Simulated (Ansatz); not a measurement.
**HfVSi under changes of volume**

One of the cells (15.830 Å³/atom); the others are scaled copies at fixed shape and fractional positions:

```
Hf V Si
1.0
     3.64749    0.00000    0.00000
     0.00000    3.64749    0.00000
     0.00000    0.00000    7.13897
Hf V Si
2 2 2
Direct
  0.50000 0.00000 0.63963
  0.00000 0.50000 0.36037
  0.50000 0.50000 0.00000
  0.00000 0.00000 0.00000
  0.50000 0.00000 0.24716
  0.00000 0.50000 0.75284
```

The cell comes from a database or a generator and needn't be the stable form of this composition.

```yaml
Program: Ansatz 0.2.0
Functional: PBEsol
Potentials_or_basis: all-electron LAPW, scalar-relativistic
Cutoff: 267 eV (chosen from the basis error)
Basis_error_allowed: 0.001 eV/atom
k_mesh: 7 × 7 × 4
Occupations: fermi-dirac, width 0.05 eV
Spin: collinear spin, ferromagnetic start
Starting_moments: "[0.0, 0.0, 2.0, 2.0, 0.0, 0.0] μB"
```

| volume (Å³/atom) | energy over the lowest point (meV/atom) | pressure (GPa) | largest force (eV/Å) |
| --- | --- | --- | --- |
| 14.880 | 16.34 | 8.3 | 0.203 |
| 15.196 | 4.23 | 4.1 | 0.134 |
| 15.513 | 0.00 | 0.3 | 0.071 |
| 15.830 | ? | ? | ? |
| 16.146 | 12.19 | -6.2 | 0.037 |
| 16.463 | 27.31 | -9.0 | 0.083 |
| 16.779 | 47.69 | -11.5 | 0.124 |

Question: What does the run at 15.830 Å³/atom give?

Answer: Energy over the lowest point 2.88 meV/atom; pressure -3.1 GPa; largest force 0.014 eV/Å.

Worked out: A Birch-Murnaghan fit of order 3 (a polynomial in V^(-2/3)) to the other rows has its minimum at 15.54 Å³/atom with B0 = V·E''(V) = 175 GPa and B' = 4.0 at fixed shape and positions, which overstates the stiffness. It gives 2.88 meV/atom at 15.830 Å³/atom, against the run's 2.88, and -dE/dV = -3.1 GPa, against -3.1.

Energies are extrapolated to zero smearing.

Caveats: the starting moments weren't kept.

The runs don't all hold the same shells in valence.
